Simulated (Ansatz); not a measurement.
# HOTi: the cost of one run

Method: def2-TZVPP, core rule «outside noble gas», up to 10 orbitals frozen; program: Ansatz 0.2.0, Gaussian basis.

To be run: UHF; ROHF; CCSD(T) on UHF.

### 1 The geometry

The geometry is a PBE0/def2-TZVP stationary point (not a proven minimum) of the parent state, kept for this charge and spin.

3 atoms, charge 0, spin multiplicity 6.

Atoms are counted from 1 here; the program's logs count them from 0.

Bond lengths: Ti1–O2 1.702 Å, Ti1–H3 1.852 Å. Angles: O2–Ti1–H3 180.0°.

### 2 UHF

File in.yaml:

```yaml
crystal:
  periodic: [false, false, false]
  atoms:
    - {symbol: Ti, position_ang: [0.000000, 0.000000, -0.050233]}
    - {symbol: O, position_ang: [0.000000, 0.000000, -1.751733]}
    - {symbol: H, position_ang: [0.000000, 0.000000, 1.801967]}
basis:
  gaussian: {orbitals: def2-TZVPP}
magnetization: {spin_polarized: true, initial_magnetization: 5}
hamiltonian: {xc: hf}
output: {orbitals: {seedname: orbitals}}
```

Run with:

```
> ansatz run in.yaml --threads 1 --pin off --events-out ev --progress --plain --max-ram 2816MiB --backend cpu
```

Q: Estimate wall time and peak memory on 1 thread of AMD EPYC 7R13, shared host.

About 34 s, with a peak of 0.3 GiB.
